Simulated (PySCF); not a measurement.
**One shape, several levels: GeF2 (SMILES [F][Ge][F])**

Aim: a comparison of 6 runs (M06-2X/STO-3G, UPBE0/STO-3G, UMP2/STO-3G, NEVPT2(2,2)/STO-3G, CISD/STO-3G, CCSD(T)/STO-3G) of GeF2. The job is set up through a Python script.

The results are computed with PySCF 2.14.0.

19 further runs of the same task are left out: 7 that didn't finish, 12 set aside as unsound or not needed.

## (1) The system as given

GeF2: 3 atoms, total charge 0, spin state singlet. As SMILES, `[F][Ge][F]`. The Ge1–F3 distance was set to 2.697 Å, away from the relaxed value. At this shape a bond of the SMILES string is far longer than usual.

Bond lengths: Ge1–F2 1.800 Å. A long bond or contact: Ge1–F3 2.697 Å.

## (2) A single-point energy at M06-2X/STO-3G (run 1)

File calc.py:

```python
from pyscf import gto, dft

mol = gto.Mole()
mol.atom = [
    ('Ge', (0.669398, -0.025215, -1.417099)),
    ('F', (1.985708, -0.036045, -0.189619)),
    ('F', (-1.325320, 0.026670, 0.397200)),
]
mol.basis = 'sto-3g'
mol.verbose = 3
mol.max_memory = 1860
mol.charge = 0
mol.build()

mf = dft.RKS(mol)
mf.xc = 'm06-2x'
mf.conv_tol = 1e-10
mf.grids.level = 5
mf.kernel()
if not mf.converged:
    mf = mf.newton().run(mf.mo_coeff, mf.mo_occ)

e_tot = mf.e_tot
print(f'total energy: {e_tot:.8f} hartree')
```

Run with:

```
$ OMP_NUM_THREADS=1 python calc.py
```

Log:

```text
converged SCF energy = -2249.60287246516
total energy: -2249.60287247 hartree
```

It took 5.7 s on 1 thread of Arm Neoverse V2, shared host; peak memory 0.23 GiB.

## (3) A single-point energy at UPBE0/STO-3G (run 2)

File run.py:

```python
from pyscf import gto, dft

mol = gto.M(
    atom='''
Ge     1.264979    -0.047649    -2.677929
F      3.752444    -0.068115    -0.358328
F     -2.504492     0.050399     0.750599
''',
    basis='sto-3g',
    unit='bohr',
    max_memory=1860,
    charge=0,
    verbose=3,
)

calc0 = dft.UKS(mol, xc='pbe0')
calc0.grids.level = 5
calc0.conv_tol = 1e-10
calc0.kernel()
if not calc0.converged:
    calc0 = calc0.newton().run(calc0.mo_coeff, calc0.mo_occ)
for _ in range(3):
    mo, _, stable, _ = calc0.stability(return_status=True)
    if stable:
        break
    calc0.kernel(calc0.make_rdm1(mo, calc0.mo_occ))

etot = calc0.e_tot
print('Final energy', etot)
```

Run with:

```
$ OMP_NUM_THREADS=1 python run.py
```

Log:

```text
SCF not converged.
SCF energy = -2248.94926264385 after 50 cycles  <S^2> = 0.27254421  2S+1 = 1.4457444
converged SCF energy = -2249.28192471364  <S^2> = 0.57903034  2S+1 = 1.8210221
<class 'pyscf.soscf.newton_ah.SecondOrderUKS'> wavefunction is stable in the internal stability analysis
Final energy -2249.2819247136404
```

It took 42 s on 1 thread of Arm Neoverse V2, shared host; peak memory 0.38 GiB.

## (4) A single-point energy at UMP2/STO-3G (run 3)

File calc.py:

```python
from pyscf import gto, scf, mp

mol = gto.Mole()
mol.atom = '''
Ge   0.669398  -0.025215  -1.417099
F    1.985708  -0.036045  -0.189619
F   -1.325320   0.026670   0.397200
'''
mol.max_memory = 1860
mol.spin = 0
mol.verbose = 4
mol.basis = 'sto-3g'
mol.build()

mf = scf.UHF(mol)
mf.conv_tol = 1e-10
mf.kernel()
if not mf.converged:
    mf = mf.newton().run(mf.mo_coeff, mf.mo_occ)
for _ in range(3):
    mo, _, stable, _ = mf.stability(return_status=True)
    if stable:
        break
    mf.kernel(mf.make_rdm1(mo, mf.mo_occ))

pt = mp.MP2(mf, frozen=11).run()
energy = pt.e_tot
print('E(%s) = %.9f' % ('MP2', energy))
```

Run with:

```
$ OMP_NUM_THREADS=1 python calc.py
```

Log:

```text
PySCF version 2.14.0

[INPUT] num. atoms = 3
[INPUT] num. electrons = 50
[INPUT] charge = 0
[INPUT] spin (= nelec alpha-beta = 2S) = 0
[INPUT] symmetry False subgroup None
[INPUT] Mole.unit = angstrom
[INPUT] Symbol           X                Y                Z      unit          X                Y                Z       unit  Magmom
[INPUT]  1 Ge     0.669398000000  -0.025215000000  -1.417099000000 AA    1.264978888332  -0.047649444231  -2.677929001395 Bohr   0.0
[INPUT]  2 F      1.985708000000  -0.036045000000  -0.189619000000 AA    3.752444283358  -0.068115178160  -0.358327978014 Bohr   0.0
[INPUT]  3 F     -1.325320000000   0.026670000000   0.397200000000 AA   -2.504491827409   0.050398995742   0.750599216677 Bohr   0.0

nuclear repulsion = 153.930139538659
number of shells = 14
number of NR pGTOs = 84
number of NR cGTOs = 28
basis = sto-3g
ecp = {}

[... 89 lines left out ...]
converged SCF energy = -2247.59484458408  <S^2> = 4.0941462e-08  2S+1 = 1.0000001
[... 80 lines left out ...]
converged SCF energy = -2247.70672892422  <S^2> = 0.92366821  2S+1 = 2.1667194
[... 3 lines left out ...]
******** <class 'pyscf.mp.ump2.UMP2'> ********
nocc = (np.int64(14), np.int64(14)), nmo = (17, 17)
frozen orbitals 11
E(UMP2) = -2247.75272044644  E_corr = -0.0459915222158607
E(SCS-UMP2) = -2247.75438913181  E_corr = -0.0476602075918935
E_corr(same-spin) = -0.00868802200054539
E_corr(oppo-spin) = -0.0373035002153153
E(MP2) = -2247.752720446
```

Wall time 0.82 s (1 thread of Arm Neoverse V2, shared host); peak memory 0.12 GiB.

Runs 4 to 5 aren't shown in full; the table further down has their settings and results.

## (5) The energy at CCSD(T)/STO-3G (run 6)

File calc.py:

```python
from pyscf import gto, cc

mol = gto.M(
    atom=[
    ('Ge', (0.669398, -0.025215, -1.417099)),
    ('F', (1.985708, -0.036045, -0.189619)),
    ('F', (-1.325320, 0.026670, 0.397200)),
],
    max_memory=1860,
    verbose=3,
    basis='sto-3g',
)

mf = mol.RHF()
mf.conv_tol = 1e-10
mf.kernel()
if not mf.converged:
    mf = mf.newton().run(mf.mo_coeff, mf.mo_occ)

mycc = cc.CCSD(mf, frozen=11)
mycc.kernel()
e_t = mycc.ccsd_t()
energy = mycc.e_tot + e_t
print(f'total energy: {energy:.8f} hartree')
```

Run with:

```
$ OMP_NUM_THREADS=1 python calc.py
```

Log:

```text
converged SCF energy = -2247.59484458437
E(CCSD) = -2247.776151152799  E_corr = -0.1813065684309221
CCSD(T) correction = -0.0103845185730894
total energy: -2247.78653567 hartree
```

Run time: 0.8 s. Hardware: 1 thread of Arm Neoverse V2, shared host; peak memory 0.12 GiB.

## (6) The series

| run | level | follow instability | integration grid | energy (Eh) | dipole moment (D) of the reference | HOMO energy (eV) | LUMO energy (eV) | wall time |
| --- | --- | --- | --- | --- | --- | --- | --- | --- |
| 1 | M06-2X/STO-3G | – | 5 | -2249.602872 | 2.52 | -3.55 | 1.17 | 5.7 s |
| 2 | UPBE0/STO-3G | yes | 5 | -2249.281925 | 1.75 | -2.13 | 0.51 | 42 s |
| 3 | UMP2/STO-3G | yes | – | -2247.752720 | 0.82 | -4.57 | 4.81 | 0.82 s |
| 4 | NEVPT2(2,2)/STO-3G | – | – | -2247.767615 | 3.10 | -4.65 | 3.89 | 0.76 s |
| 5 | CISD/STO-3G | – | – | -2247.760958 | 3.10 | -4.65 | 3.89 | 0.6 s |
| 6 | CCSD(T)/STO-3G | – | – | -2247.786536 | 3.10 | -4.65 | 3.89 | 0.8 s |

## (7) Outcome

| quantity | value |
| --- | --- |
| run 6: total energy | -2247.78654 Eh |
| run 6: dipole moment (Hartree–Fock density) | 3.10 D |
| run 6: HOMO energy (Hartree–Fock orbitals) | -4.65 eV |
| run 6: LUMO energy (Hartree–Fock orbitals) | 3.89 eV |
| run 6: HOMO–LUMO gap (Hartree–Fock orbitals) | 8.55 eV |
| run 6: correlation energy (11 core orbitals frozen) | -191.7 mEh |
| run 6: (T) correction | -10.38 mEh |
| run 6: T1 diagnostic | 0.035 |

Totals of different functionals can't be ranked against each other. In run 6 the T1 diagnostic is large, so a single reference may not serve. In runs 1, 2, 3, 4, 5, 6 the basis is minimal, so the values are rough. Spin contamination of the reference: run 3 ⟨S²⟩ = 0.92, run 2 ⟨S²⟩ = 0.58. Where it is this large, the reference is a mixture of spin states, and values that rest on it are in doubt. All runs together took 50 s, the longest 42 s.
